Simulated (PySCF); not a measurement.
# The bond of KNa−, level by level

One job finds the state of KNa−, follows it along the bond with each method and fits the curves.

The runs use PySCF 2.14.0; K aug-pcseg-1, Na aug-pcseg-1, no relativity.

4 further runs of the same task are left out: 4 set aside as unsound or not needed.

## Step 1: The job

Settings of the job:

| Quantity | Value |
| --- | --- |
| atoms | K, Na |
| charge | -1 |
| basis | K aug-pcseg-1, Na aug-pcseg-1 |
| Hamiltonian | no relativity |
| basis functions | 47 |
| electrons treated | 31 |
| masses in u | 38.9637, 22.9898 |
| levels | PBE0, PBE, r²SCAN, M06, BHandHLYP, r²SCAN0, CAM-B3LYP, MP2, SCS-MP2, CCSD, CCSD(T) |
| grid | 80 radial by 434 angular points |
| occupations | held fixed by the projection of orbital angular momentum |
| dissociation limit | K + Na−, each in its ground configuration |
| starting distance in angstrom | 3.620 |
| values of 2S to try | 1, 3 |

The run is started by

```sh
OMP_NUM_THREADS=1 python dia.py task.json out
```

The runs that follow: PBE0 along the bond; PBE; r²SCAN (meta-GGA); M06 (hybrid meta-GGA); BHandHLYP (global hybrid GGA); r²SCAN0 (hybrid meta-GGA); CAM-B3LYP (range-separated hybrid); MP2 and coupled cluster.

What does the calculation give? Wanted: for each run, Re; ωe; De; μ.

The runs gave:

Lowest PBE0 solution found, without spin–orbit coupling: ²Σ⁺ (doublet), unpaired electrons σ ↑.

```
       level  Re (Å)  ωe (cm⁻¹)  De (eV)  μ (D)
    ROHF-MP2   4.005       84.2     0.51    n/a
ROHF-SCS-MP2   4.017       83.9     0.51    n/a
   ROHF-CCSD   4.033       83.2     0.53    n/a
ROHF-CCSD(T)   4.020       83.9     0.56    n/a
         PBE   3.955       80.3     0.66   0.01
      r²SCAN   4.058       77.1     0.64  -0.30
        PBE0   3.988       81.0     0.63   0.03
     r²SCAN0   4.054       77.4     0.64  -0.41
         M06   3.874       84.9      n/a   0.05
   BHandHLYP   3.998       77.8     0.52   0.10
   CAM-B3LYP   3.954       79.7     0.53   0.01
```

De is counted to K + Na− in their ground configurations. A positive dipole points from K to Na; in an ion it is taken about the centre of mass and does not tell which atom is negative. ⟨S²⟩ is off the pure value of 0.75 by over a tenth at r²SCAN 0.85, r²SCAN0 0.86.

What this shows: The methods spread over 0.184 Å in bond length, from M06 to r²SCAN. CCSD(T) can't serve as the judge here: for a weak bond in this basis it is far from its limit. Among the levels with a De in the table, it runs from 0.51 eV (ROHF-SCS-MP2) to 0.66 eV (PBE).

Correlated steps freeze 6 core orbitals. With some functionals the highest level of the anion is positive, from self-interaction error or because the anion is truly unbound there; the finite basis then holds the extra electron, and no neutral molecule was run to test the binding.
